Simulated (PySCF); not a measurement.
# GeH6OSi: electronic excitations at several levels of theory, part 2 of 2

PySCF 2.14.0. Atoms count from 0.

### 10 TDDFT and polarisability: PBE0/def2-TZVP

What the job is given:

```
{"job": {"kind": "uv", "xc": "PBE0", "basis": "def2-TZVP"}, "charge": 0, "multiplicity": 1}
Si     1.623684    -0.090664     0.339803
O      0.191087     0.033492    -0.480863
Ge    -1.502386    -0.425795    -0.192605
H      1.991164    -1.524523     0.566586
H      2.686855     0.565849    -0.472832
H      1.538614     0.582165     1.675112
H     -1.582949    -1.959680    -0.074788
H     -2.286601     0.086763    -1.407471
H     -1.978788     0.243319     1.110863
```

With the program's defaults for keys left out, this is: TDDFT PBE0/def2-TZVP, vertical, gas phase, core orbitals frozen in the response.

The program printed:

```text
coarse grid: 33840 points
cycle   1  E = -2444.8021894667  dE = -5.746e-01  |g| = 1.011e+00  |ddm| = 2.156e+00
cycle   2  E = -2444.4139941038  dE =  3.882e-01  |g| = 1.753e+00  |ddm| = 1.369e+00
cycle   3  E = -2444.9307675576  dE = -5.168e-01  |g| = 2.405e-01  |ddm| = 1.065e+00
cycle   4  E = -2444.9395823919  dE = -8.815e-03  |g| = 5.383e-02  |ddm| = 1.386e-01
cycle   5  E = -2444.9398222901  dE = -2.399e-04  |g| = 7.763e-03  |ddm| = 2.473e-02
cycle   6  E = -2444.9398356908  dE = -1.340e-05  |g| = 1.426e-03  |ddm| = 7.199e-03
cycle   7  E = -2444.9398360974  dE = -4.067e-07  |g| = 2.689e-04  |ddm| = 1.366e-03
final grid: 68408 points
cycle   8  E = -2444.9398198711  dE = -2.960e-08  |g| = 2.638e-04  |ddm| = 7.505e-04
cycle   9  E = -2444.9398198594  dE =  1.170e-08  |g| = 3.850e-04  |ddm| = 3.953e-04
cycle  10  E = -2444.9398198850  dE = -2.564e-08  |g| = 6.328e-05  |ddm| = 2.139e-04
cycle  11  E = -2444.9398198858  dE = -7.594e-10  |g| = 1.197e-05  |ddm| = 4.359e-05
converged SCF energy = -2444.9398198858

Static polarisability (au): isotropic 58.917, principal 54.959 55.696 66.095

Singlet excitations
state   eV       nm        f      main configurations
  1   6.6663    186.0   0.00165   H->L 0.98
  2   6.9872    177.4   0.00395   H-1->L 0.98
  3   7.9883    155.2   0.00156   H-3->L 0.43, H-2->L 0.29, H->L+2 0.12
  4   8.0546    153.9   0.00073   H-2->L 0.56, H-3->L 0.32
  5   8.1003    153.1   0.01972   H->L+1 0.81
  6   8.5044    145.8   0.09240   H-1->L+1 0.64, H->L+2 0.15, H->L+3 0.12
  7   8.5126    145.6   0.07976   H-1->L+1 0.30, H->L+2 0.30, H->L+3 0.28
  8   8.5836    144.4   0.00410   H->L+3 0.44, H->L+2 0.32, H-3->L 0.13
  9   8.8504    140.1   0.02408   H-1->L+2 0.48, H-1->L+3 0.38
 10   8.9169    139.0   0.02148   H-1->L+3 0.42, H-1->L+2 0.36, H->L+4 0.11

Triplet excitations (Tamm-Dancoff, eV): 6.2988 6.5693 7.4926 7.5546
```

It took 24 s on 1 thread of Arm Neoverse N1, shared host; peak memory 0.71 GiB.

This run: HOMO -8.45 eV, LUMO -0.26 eV; lowest singlet 6.67 eV.

### 11 Excited states and response: PBE0/aug-cc-pVDZ

Settings changed since step 10:

```diff
@@ -1,2 +1,2 @@
-{"job": {"kind": "uv", "xc": "PBE0", "basis": "def2-TZVP"}, "charge": 0, "multiplicity": 1}
+{"job": {"kind": "uv", "xc": "PBE0", "basis": "aug-cc-pVDZ"}, "charge": 0, "multiplicity": 1}
 Si     1.623684    -0.090664     0.339803
```

With the program's defaults for keys left out, this is: TDDFT PBE0/aug-cc-pVDZ, vertical, gas phase, core orbitals frozen in the response.

The program printed:

```text
coarse grid: 33840 points
cycle   1  E = -2444.7527826073  dE = -5.404e-01  |g| = 7.483e-01  |ddm| = 6.293e+00
cycle   2  E = -2444.4111507361  dE =  3.416e-01  |g| = 1.477e+00  |ddm| = 3.219e+00
cycle   3  E = -2444.8586562100  dE = -4.475e-01  |g| = 7.966e-02  |ddm| = 2.124e+00
cycle   4  E = -2444.8601109705  dE = -1.455e-03  |g| = 2.750e-02  |ddm| = 3.399e-01
cycle   5  E = -2444.8602886498  dE = -1.777e-04  |g| = 2.575e-03  |ddm| = 8.905e-02
cycle   6  E = -2444.8602907152  dE = -2.065e-06  |g| = 6.099e-04  |ddm| = 9.310e-03
final grid: 68408 points
cycle   7  E = -2444.8602919815  dE = -7.596e-08  |g| = 4.467e-04  |ddm| = 4.760e-03
cycle   8  E = -2444.8602920073  dE = -2.578e-08  |g| = 3.431e-04  |ddm| = 2.387e-03
cycle   9  E = -2444.8602920399  dE = -3.264e-08  |g| = 2.784e-05  |ddm| = 1.029e-03
cycle  10  E = -2444.8602920401  dE = -1.660e-10  |g| = 1.127e-05  |ddm| = 7.541e-05
converged SCF energy = -2444.8602920401

Static polarisability (au): isotropic 63.160, principal 58.889 59.333 71.257

Singlet excitations
state   eV       nm        f      main configurations
  1   6.4330    192.7   0.00124   H->L 0.97
  2   6.7734    183.0   0.00452   H-1->L 0.97
  3   7.2087    172.0   0.06371   H->L+1 0.97
  4   7.5488    164.2   0.09118   H-1->L+1 0.96
  5   7.7008    161.0   0.00687   H->L+2 0.69, H-3->L 0.14, H-2->L 0.08
  6   7.8165    158.6   0.01949   H->L+3 0.85
  7   7.8489    158.0   0.00253   H-2->L 0.57, H-3->L 0.18, H-1->L+2 0.15
  8   7.8993    157.0   0.00726   H-3->L 0.46, H->L+2 0.25, H-2->L 0.13
  9   8.0744    153.6   0.01053   H-1->L+2 0.77, H-2->L 0.09
 10   8.1933    151.3   0.01692   H->L+4 0.76, H-1->L+3 0.18

Triplet excitations (Tamm-Dancoff, eV): 6.0935 6.3932 6.9697 7.2115
```

Wall time 23 s (1 thread of Arm Neoverse N1, shared host); peak memory 0.7 GiB.

Key values: HOMO -8.37 eV, LUMO -0.54 eV; lowest singlet 6.43 eV.

### 12 Run by run: electronic excitations

Excitations and ground-state properties, with basis size and wall time:

| run | lowest singlet (eV) | brightest (eV) | f | gap (eV) | α (Å³) | μ (D) | functions | time |
| --- | --- | --- | --- | --- | --- | --- | --- | --- |
| B3LYP/def2-SVPD | 6.50 | 7.62 | 0.076 | 7.62 | 9.25 | 1.18 | 133 | 60 s |
| PBE0/def2-SVPD | 6.62 | 7.90 | 0.075 | 8.07 | 9.18 | 1.18 | 133 | 55 s |
| BHandHLYP/def2-SVPD | 7.27 | 8.67 | 0.138 | 10.25 | 8.84 | 1.23 | 133 | 94 s |
| CAM-B3LYP/def2-SVPD | 6.87 | 8.27 | 0.091 | 10.39 | 9.13 | 1.22 | 133 | 63 s |
| wB97X-D/def2-SVPD | 6.95 | 8.43 | 0.138 | 11.71 | 9.12 | 1.20 | 133 | 61 s |
| LC-wPBE/def2-SVPD | 7.28 | 8.89 | 0.185 | 12.90 | 8.93 | 1.23 | 133 | 77 s |
| PBE0/6-31G* | 6.68 | 9.31 | 0.060 | 8.21 | 7.12 | 1.25 | 76 | 11 s |
| PBE0/def2-SVP | 6.87 | 9.13 | 0.121 | 8.43 | 7.85 | 1.21 | 94 | 13 s |
| PBE0/def2-TZVP | 6.67 | 8.50 | 0.092 | 8.18 | 8.73 | 1.16 | 152 | 24 s |
| PBE0/aug-cc-pVDZ | 6.43 | 7.55 | 0.091 | 7.83 | 9.36 | 1.14 | 140 | 23 s |

### 13 Summary of results

The summary covers parts 1 to 2.

| quantity | value |
| --- | --- |
| lowest singlet (B3LYP/def2-SVPD) | 6.50 eV (191 nm), f = 0.001 |
| brightest single state of those computed | state 4, 7.62 eV, f = 0.076 |
| lowest triplet | 6.18 eV |
| vertical ionisation energy (ΔSCF) | 10.43 eV |
| range of the lowest singlet | 6.43 to 7.28 eV |

What this shows: Single values in the summary come from the first run of each kind that ended normally (B3LYP/def2-SVPD), which need not be the best level. The first singlet state (HOMO→LUMO 0.99) lies at 6.50 eV and is dark; of the 10 states computed, the strongest absorption comes from state 4 at 7.62 eV. The lowest triplet lies 0.32 eV below the lowest singlet (triplets in Tamm-Dancoff, singlets in full TDDFT). The orbital energy would give 8.22 eV for ionisation, ΔSCF gives 10.43 eV. The lowest singlet runs from 6.43 eV (PBE0/aug-cc-pVDZ) to 7.28 eV (LC-wPBE/def2-SVPD), while the orbital gap spans 7.62 to 12.90 eV. The lowest state need not be the same one in every run. The runs solved for a few states only, so the brightest column depends on that window.
